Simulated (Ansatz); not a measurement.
Below is the output of a Python script on the Python package of Ansatz (0.2.0) that makes a geometry optimisation of H8O2Si3, SMILES O[SiH2][SiH](O)[SiH3]. Write a script that gives it. Settings: r2SCAN, def2-SVP basis, multiplicity 1, D4 dispersion.

The script reads `h8o2si3.xyz`:
```text
13

O    -2.34480    0.69280    1.36230
Si   -0.74420    0.71320    1.15890
Si   -0.22460   -0.18230   -0.92600
O    -0.94240   -1.59770   -1.18530
Si    2.09480   -0.48090   -0.82270
H    -2.71680    1.14240    2.17780
H    -0.21980    2.10920    1.30020
H    -0.14240   -0.08220    2.25700
H    -0.56420    0.77810   -1.95670
H    -1.97940   -1.57150   -1.04140
H     2.61630   -1.01500   -2.06320
H     2.47750   -1.39790    0.31220
H     2.71050    0.85700   -0.55850
```

```console
$ python run_opt.py
step   1  E = -27843.618753 eV  largest force component 4.3714 eV/A
step   2  E = -27843.976908 eV  largest force component 1.6975 eV/A
step   3  E = -27844.042704 eV  largest force component 0.5527 eV/A
step   4  E = -27844.057215 eV  largest force component 0.0892 eV/A
step   5  E = -27844.060838 eV  largest force component 0.0453 eV/A
step   6  E = -27844.064920 eV  largest force component 0.0271 eV/A
step   7  E = -27844.077086 eV  largest force component 0.2217 eV/A
step   8  E = -27844.082464 eV  largest force component 0.3661 eV/A
step   9  E = -27844.091395 eV  largest force component 0.3100 eV/A
step  10  E = -27844.107960 eV  largest force component 0.1509 eV/A
step  11  E = -27844.115728 eV  largest force component 0.1289 eV/A
step  12  E = -27844.119161 eV  largest force component 0.0471 eV/A
step  13  E = -27844.118581 eV  largest force component 0.1896 eV/A
step  14  E = -27844.116902 eV  largest force component 0.1680 eV/A
step  15  E = -27844.120121 eV  largest force component 0.0135 eV/A
step  16  E = -27844.121344 eV  largest force component 0.0669 eV/A
step  17  E = -27844.121507 eV  largest force component 0.0828 eV/A
step  18  E = -27844.122323 eV  largest force component 0.0674 eV/A
step  19  E = -27844.121842 eV  largest force component 0.1911 eV/A
step  20  E = -27844.122979 eV  largest force component 0.0180 eV/A
step  21  E = -27844.123402 eV  largest force component 0.0289 eV/A
step  22  E = -27844.123683 eV  largest force component 0.0497 eV/A
step  23  E = -27844.123845 eV  largest force component 0.0269 eV/A
step  24  E = -27844.123735 eV  largest force component 0.0691 eV/A
step  25  E = -27844.124014 eV  largest force component 0.0193 eV/A
step  26  E = -27844.124001 eV  largest force component 0.0241 eV/A
step  27  E = -27844.124088 eV  largest force component 0.0105 eV/A
step  28  E = -27844.124133 eV  largest force component 0.0191 eV/A
step  29  E = -27844.124148 eV  largest force component 0.0139 eV/A
step  30  E = -27844.124169 eV  largest force component 0.0088 eV/A
step  31  E = -27844.124191 eV  largest force component 0.0085 eV/A
step  32  E = -27844.124203 eV  largest force component 0.0140 eV/A
step  33  E = -27844.124209 eV  largest force component 0.0111 eV/A
step  34  E = -27844.124213 eV  largest force component 0.0068 eV/A
step  35  E = -27844.124217 eV  largest force component 0.0026 eV/A
E = -27844.124229 eV = -1023.2526920 Ha
converged: True  doubts: none
pair        before    after (A)
O0-Si1       1.6136   1.6920
O0-H5        1.0028   0.9650
Si1-Si2      2.3278   2.3591
Si1-H6       1.4979   1.4989
Si1-H7       1.4835   1.4994
Si2-O3       1.6081   1.6783
Si2-Si4      2.3408   2.3472
Si2-H8       1.4492   1.4984
O3-H9        1.0473   0.9729
Si4-H10      1.4478   1.4953
Si4-H11      1.5084   1.4962
Si4-H12      1.4963   1.4984
```

The script that was run (others could print the same):

The script, `run_opt.py`:
```python
import itertools
import warnings

import ansatz as az
from ase.data import atomic_numbers, covalent_radii
import numpy as np

warnings.simplefilter("ignore", az.DeckWarning)

h8o2si3 = az.Crystal.molecule_from_extxyz("h8o2si3.xyz")

job = (
    h8o2si3.calculation()
    .basis(gaussian="def2-SVP")
    .functional("r2scan", dispersion="d4")
)
symbols = [site.symbol for site in h8o2si3.cartesian_sites]
start = np.array([site.position_ang for site in h8o2si3.cartesian_sites], dtype=float)
def progress(event):
    if event["event"] == "relax_step":
        row = event["data"]
        print(f"step {row['step']:3d}  E = {row['lagrangian_ev']:.6f} eV  largest force component {row['allowed_force_max_ev_ang']:.4f} eV/A")


r = job.relax(force_tolerance=0.005).session().plan().execute(on_event=progress).report
end = np.array(r["positions_ang"])

print(f"E = {r['free_energy_ev']:.6f} eV = {r['free_energy_ev'] / 27.211386246:.7f} Ha")
print("converged:", r["converged"], " doubts:", r["published_state_doubts"] or "none")

radius = [covalent_radii[atomic_numbers[s]] for s in symbols]
span = lambda where, i, j: np.linalg.norm(where[i] - where[j])
bonded = [(i, j) for i, j in itertools.combinations(range(len(symbols)), 2) if min(span(start, i, j), span(end, i, j)) < 1.2 * (radius[i] + radius[j])]
print("pair        before    after (A)")
for i, j in bonded:
    print(f"{symbols[i]}{i}-{symbols[j]}{j}".ljust(10), f"{span(start, i, j):8.4f} {span(end, i, j):8.4f}")
with open("h8o2si3_opt.xyz", "w") as handle:
    handle.write(f"{len(symbols)}\nrelaxed H8O2Si3\n")
    handle.writelines(f"{s:2s} {x:11.6f} {y:11.6f} {z:11.6f}\n" for s, (x, y, z) in zip(symbols, end))
```

Notes:
- Total energies depend on the basis set; only differences at equal settings carry meaning.
- The end point is the stationary point reached from this start; no frequency run checks that it is a minimum, and the basis set is modest.
- Hardware and time: 2.8 min on 1 thread of Intel(R) Xeon(R) 6975P-C (Granite Rapids), with other jobs on the host, peak memory 0.26 GiB.

(Lines on the test bed's own set-up are left out of the output.)
